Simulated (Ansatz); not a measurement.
**CH₃BClF: how energies converge with the basis set**

Aim: see how fast density functionals converge with the basis set for CH₃BClF.

Computed with Ansatz 0.2.0, Gaussian basis. Level: one geometry, several basis sets.

Plan: PBE0-D4/def2-SVP; ωB97M-V/def2-SVP; PBE0-D4/def2-QZVPP; ωB97M-V/def2-QZVPP; the functionals' def2-TZVPP values are taken from earlier runs.

### 1 The relaxed structure

All runs share one geometry, relaxed beforehand with PBE0-D4 in a triple-zeta def2 set.

SMILES `FCBCl`, 7 atoms, charge 0, spin multiplicity 1.

Atoms are counted from 1 here; the program's logs count them from 0.

Bond lengths: F1–C2 1.379 Å, C2–B3 1.557 Å, C2–H5 1.101 Å, C2–H6 1.101 Å, B3–Cl4 1.731 Å, B3–H7 1.193 Å. Angles: F1–C2–B3 115.8°, F1–C2–H5 108.6°, F1–C2–H6 108.6°, B3–C2–H5 108.9°, B3–C2–H6 108.9°, H5–C2–H6 105.4°, C2–B3–Cl4 122.1°, C2–B3–H7 119.3°, Cl4–B3–H7 118.6°.

As a file:

```xyz
7
CH3BClF
F    -1.41169    0.98064    0.17696
C    -0.07231    0.65340    0.19756
B     0.27768   -0.80073   -0.23395
Cl   -0.93969   -1.93613   -0.71008
H     0.47187    1.35802   -0.44955
H     0.31666    0.82743    1.21234
H     1.41868   -1.15074   -0.23898
```

### 2 PBE0-D4 in def2-SVP

in.yaml reads:

```yaml
crystal:
  periodic: [false, false, false]
  atoms:
    - {symbol: F, position_ang: [-1.411693, 0.980643, 0.176961]}
    - {symbol: C, position_ang: [-0.072312, 0.653403, 0.197557]}
    - {symbol: B, position_ang: [0.277680, -0.800731, -0.233946]}
    - {symbol: Cl, position_ang: [-0.939686, -1.936129, -0.710080]}
    - {symbol: H, position_ang: [0.471867, 1.358023, -0.449549]}
    - {symbol: H, position_ang: [0.316659, 0.827431, 1.212340]}
    - {symbol: H, position_ang: [1.418682, -1.150741, -0.238983]}
basis:
  gaussian: {orbitals: def2-SVP}
hamiltonian: {xc: pbe0, dispersion: d4}
output: {orbitals: {seedname: orbitals}}
```

Command:

```sh
> ansatz run in.yaml --threads 2 --pin off --events-out ev --progress --plain --max-ram 4352MiB
```

Standard output:

```text
Functional definition: PBE0
  name "PBE0"
  cite "Adamo & Barone, J. Chem. Phys. 110, 6158 (1999) doi:10.1063/1.478522"
  cite "Perdew, Burke & Ernzerhof, Phys. Rev. Lett. 77, 3865 (1996) doi:10.1103/PhysRevLett.77.3865"
  parent pbe
  parameter a = 0.25
  parameter kappa = 0.804
  parameter beta = 0.06672455060314922
  exchange = (1 - a)*pbe_x(kappa = kappa, mu = beta*pi^2/3) + a*exact_x
  correlation = pbe_c(beta = beta)
736 factors; integrals over basis functions are off by at most 1.2e-3 eV
mean field evaluation 1: about -16984.0391 eV, gradient 2.7e1 eV
mean field evaluation 2: about -16984.2593 eV, gradient 2.6e1 eV
mean field evaluation 4: about -16985.7906 eV, gradient 7.8e-1 eV
mean field evaluation 8: about -16985.9640 eV, gradient 1.9e-1 eV
mean field evaluation 16: about -16985.9641 eV, gradient 8.1e-6 eV
mean field -16985.96406174 eV, -624.2226657691 hartree, gradient 8.4e-6 eV, S^2 0.000000; 0 other end points of the search recorded, 0 dependent functions left out
reference -16985.96408174 eV, -624.2226665041 hartree; 20, 20 occupied and 55, 55 virtual orbitals, 736 factors
Total energy: -16986.05706555 eV, -624.2260835960 hartree
```

Wall time 0.95 s (2 threads of Arm Neoverse V1, shared host).

### 3 ωB97M-V in def2-SVP

Changes to in.yaml since step 2:

```diff
@@ -12,3 +12,3 @@
   gaussian: {orbitals: def2-SVP}
-hamiltonian: {xc: pbe0, dispersion: d4}
+hamiltonian: {xc: {name: wB97M-V}}
 output: {orbitals: {seedname: orbitals}}
```

The command is unchanged.

Standard output, shortened:

```text
Functional definition: wB97M-V
  name "wB97M-V"
  cite "Mardirossian & Head-Gordon, J. Chem. Phys. 144, 214110 (2016) doi:10.1063/1.4952647"
  cite "Becke, J. Chem. Phys. 107, 8554 (1997) doi:10.1063/1.475007"
  cite "Vydrov & Van Voorhis, J. Chem. Phys. 133, 244103 (2010) doi:10.1063/1.3521275"
  # Of w^i u^j: cxij and so on, Table III.
[...]
  gx(w, u) = 1 - cx + cx01*u + cx10*w
  gss(w, u) = css00 + css04*u^4 + css10*w + css20*w^2 + css43*w^4*u^3
  gos(w, u) = cos00 + cos10*w + (cos20 + cos21*u)*w^2 + (cos60 + cos61*u)*w^6
[...]
      + integral(e_c_pw_mod_opposite_spin*gos(b97_w_opposite, b97_u_opposite)) + vv10(b, c)
736 factors; integrals over basis functions are off by at most 1.2e-3 eV
189 factors; integrals over basis functions are off by at most 1.4e-5 eV
[...]
mean field -16992.63803733 eV, -624.4679298481 hartree, gradient 5.3e-5 eV, S^2 0.000000; 0 other end points of the search recorded, 0 dependent functions left out
reference -16992.63806822 eV, -624.4679309835 hartree; 20, 20 occupied and 55, 55 virtual orbitals, 736 factors
Total energy: -16992.63806822 eV, -624.4679309835 hartree
```

It took 4.3 s on 2 threads of Arm Neoverse V1, shared host.

### 4 PBE0-D4 in def2-QZVPP

Changes to in.yaml since step 3:

```diff
@@ -11,4 +11,4 @@
 basis:
-  gaussian: {orbitals: def2-SVP}
-hamiltonian: {xc: {name: wB97M-V}}
+  gaussian: {orbitals: "def2-QZVPP.json"}
+hamiltonian: {xc: pbe0, dispersion: d4}
 output: {orbitals: {seedname: orbitals}}
```

Launched as before.

Standard output:

```text
Functional definition: PBE0
  name "PBE0"
  cite "Adamo & Barone, J. Chem. Phys. 110, 6158 (1999) doi:10.1063/1.478522"
  cite "Perdew, Burke & Ernzerhof, Phys. Rev. Lett. 77, 3865 (1996) doi:10.1103/PhysRevLett.77.3865"
  parent pbe
  parameter a = 0.25
  parameter kappa = 0.804
  parameter beta = 0.06672455060314922
  exchange = (1 - a)*pbe_x(kappa = kappa, mu = beta*pi^2/3) + a*exact_x
  correlation = pbe_c(beta = beta)
1111 factors; their error is unknown
mean field evaluation 1: about -16992.9596 eV, gradient 3.8e1 eV
mean field evaluation 2: about -16992.5970 eV, gradient 4.0e1 eV
mean field evaluation 4: about -16996.1469 eV, gradient 1.4e0 eV
mean field evaluation 8: about -16996.1644 eV, gradient 3.8e-2 eV
mean field -16996.16441146 eV, -624.5975217073 hartree, gradient 3.2e-5 eV, S^2 0.000000; 0 other end points of the search recorded, 0 dependent functions left out
reference -16996.16444304 eV, -624.5975228677 hartree; 20, 20 occupied and 311, 311 virtual orbitals, 1111 factors
Total energy: -16996.25742685 eV, -624.6009399596 hartree
```

It took 5.5 s on 2 threads of Arm Neoverse V1, shared host; peak memory 0.76 GiB.

### 5 ωB97M-V in def2-QZVPP

Changes to in.yaml since step 4:

```diff
@@ -12,3 +12,3 @@
   gaussian: {orbitals: "def2-QZVPP.json"}
-hamiltonian: {xc: pbe0, dispersion: d4}
+hamiltonian: {xc: {name: wB97M-V}}
 output: {orbitals: {seedname: orbitals}}
```

Same command.

Standard output, shortened:

```text
Functional definition: wB97M-V
  name "wB97M-V"
  cite "Mardirossian & Head-Gordon, J. Chem. Phys. 144, 214110 (2016) doi:10.1063/1.4952647"
  cite "Becke, J. Chem. Phys. 107, 8554 (1997) doi:10.1063/1.475007"
  cite "Vydrov & Van Voorhis, J. Chem. Phys. 133, 244103 (2010) doi:10.1063/1.3521275"
  # Of w^i u^j: cxij and so on, Table III.
[...]
  gx(w, u) = 1 - cx + cx01*u + cx10*w
  gss(w, u) = css00 + css04*u^4 + css10*w + css20*w^2 + css43*w^4*u^3
  gos(w, u) = cos00 + cos10*w + (cos20 + cos21*u)*w^2 + (cos60 + cos61*u)*w^6
[...]
      + integral(e_c_pw_mod_opposite_spin*gos(b97_w_opposite, b97_u_opposite)) + vv10(b, c)
1095 factors; their error is unknown
246 factors; integrals over basis functions are off by at most 1.8e-5 eV
[...]
mean field -17002.93905910 eV, -624.8464854158 hartree, gradient 1.7e-5 eV, S^2 0.000000; 0 other end points of the search recorded, 0 dependent functions left out
reference -17002.93910979 eV, -624.8464872788 hartree; 20, 20 occupied and 311, 311 virtual orbitals, 1095 factors
Total energy: -17002.93910979 eV, -624.8464872788 hartree
```

Wall time 14 s (2 threads of Arm Neoverse V1, shared host); peak memory 0.92 GiB.

### 6 Density functionals: the series

The def2-TZVPP values come from earlier runs at the same geometry.

```tsv
functional	basis	functions	energy (eV)	from the largest (eV)	HOMO (eV)	LUMO (eV)
PBE0-D4	def2-SVP	75	-16986.0571	10.200	-8.49	-1.37
PBE0-D4	def2-TZVPP	177	-16995.6445	0.613	-8.63	-1.52
PBE0-D4	def2-QZVPP	331	-16996.2574	0.000	-8.66	-1.57
ωB97M-V	def2-SVP	75	-16992.6381	10.301	-10.76	0.76
ωB97M-V	def2-TZVPP	177	-17002.3555	0.584	-10.94	0.53
ωB97M-V	def2-QZVPP	331	-17002.9391	0.000	-10.97	0.45
```

### 7 Outcome

| quantity | value |
| --- | --- |
| PBE0-D4: double and triple zeta above quadruple | 10.20, 0.61 eV |
| ωB97M-V: double and triple zeta above quadruple | 10.30, 0.58 eV |

In words: For PBE0-D4 the step from double to triple zeta gains 9.59 eV and the next only 0.61 eV. Total energies overstate the basis error of differences, where much of it tends to cancel.

For PBE0-D4 the largest set took about 6 times as long as the smallest (5.5 s against 0.95 s).
